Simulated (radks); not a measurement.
**Mo²⁺ inside a hard spherical wall**

The task here is to estimate one member of a computed series from the others.

The numbers are computed with radks (a radial shooting solver on a logarithmic mesh, Libxc functionals) version 1 (scalar-relativistic Kohn-Sham, PBE, spin-polarised, spherical densities, point nucleus; open shells are filled with parallel spins first), except any that are marked as measured or tabulated.

## What is computed

```
element       : molybdenum (Z = 42)
charge        : +2
electrons     : 40
configuration : [Kr] 4d4
```

Outer shells as boxes (Hund's rule):

Mo²⁺
```
[Kr] core
4d [↑ ][↑ ][↑ ][↑ ][  ]
```

The first run:

Settings of this run:

```text
Z 42
configuration [Kr] 4d4 5s0 5p0 4f0
relativity scalar-relativistic
functional pbe,pbe
spin polarised
nucleus point
c 137.035999084
```

Steps of the session up to this table: The free atom; Wall at 20 bohr; Wall at 12 bohr; Wall at 10 bohr; Wall at 5 bohr; Wall at 4 bohr; Wall at 3 bohr; Wall at 2.5 bohr.

One of the session's tables, all rows but one given; the rest of the session is left out.

```
R (bohr)  E − E(free) (eV)  ε(4d) (eV)  ε(5p, empty) (eV)
    free             0.000     -21.935            -13.151
      20             0.000     -21.935            -13.151
      12             0.000     -21.935            -13.151
      10                 ?           ?                  ?
       5             0.284     -21.584            -10.631
       4             1.986     -20.283             -4.583
       3            15.191     -14.244             18.603
     2.5            47.968      -4.196             52.773
```

Q: Estimate the row for R (bohr) = 10 from the others.

Worked estimate for «E − E(free) (eV)». A straight line through the neighbours (12, 0.000) and (5, 0.284) gives 0.000 + (0.284 − 0.000) × (10 − 12) / (5 − 12) = 0.081; a parabola fitted to 4 rows on both sides gives 0.036.

As computed: E − E(free) (eV): 0.000; ε(4d) (eV): -21.935; ε(5p, empty) (eV): -13.148. In «E − E(free) (eV)» the line misses by +0.081 and the parabola by +0.036.

Shells are not refilled when levels cross, and a hard wall is a model, not a crystal.
